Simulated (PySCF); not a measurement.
# The bond of RbMg, level by level

An exercise on one series of results from a longer session: the logs are not shown, and one member is left open.

The runs use PySCF 2.14.0; Rb def2-SVPD with ECP28, Mg def2-SVPD, scalar-relativistic core potentials.

Set-up of the first run:

The job is set up so:

```
atoms                         : Rb, Mg
charge                        : 0
basis                         : Rb def2-SVPD with ECP28, Mg def2-SVPD
Hamiltonian                   : scalar-relativistic core potentials
basis functions               : 48
electrons treated             : 21
masses in u                   : 84.9118, 23.9850
levels                        : PBE0, PBE, r²SCAN, BLYP, M06-L, B97-3, LC-ωPBE, HF, MP2, SCS-MP2, CCSD, CCSD(T)
grid                          : 80 radial by 434 angular points
occupations                   : held fixed by the projection of orbital angular momentum
dissociation limit            : Rb + Mg, each in its ground configuration
starting distance in angstrom : 3.415
values of 2S to try           : 1, 3
```

Started as:

```bash
OMP_NUM_THREADS=1 python dia.py task.json out
```

Among the steps run: Input; The PBE0 curve of the state that the search chose; Higher solutions at PBE0; PBE; r²SCAN (meta-GGA); BLYP; M06-L (meta-GGA); B97-3 (global hybrid GGA); LC-ωPBE (range-separated hybrid); ROHF (mean field); Correlated methods on the Hartree–Fock reference.

One table of the session follows, with a row left open; its other results are not shown here.

| level | Re (Å) | ωe (cm⁻¹) | De (eV) |
| --- | --- | --- | --- |
| ROHF-MP2 | 4.612 | 33.3 | 0.051 |
| ROHF-SCS-MP2 | 4.743 | 27.2 | 0.038 |
| ROHF-CCSD | 4.502 | 37.5 | 0.053 |
| ROHF-CCSD(T) | ? | ? | ? |
| PBE | 4.087 | 71.6 | 0.185 |
| BLYP | 4.260 | 55.5 | 0.086 |
| r²SCAN | 4.135 | 70.9 | 0.188 |
| M06-L | 4.083 | 71.1 | 0.161 |
| PBE0 | 4.125 | 68.4 | 0.152 |
| B97-3 | 4.132 | 68.2 | 0.131 |
| LC-ωPBE | 4.206 | 59.1 | 0.095 |

Estimate the missing values for ROHF-CCSD(T).

**Answer.** Re (Å): 4.404; ωe (cm⁻¹): 43.6; De (eV): 0.068. In the column «Re (Å)» it lies between BLYP (4.260) and ROHF-CCSD (4.502).

De is counted to Rb + Mg in their ground configurations. No constants: ROHF (no minimum is bracketed among the points kept).

Limits of these values: The bond is weak, and basis-set superposition, which was not computed, may be a sizeable part of it.
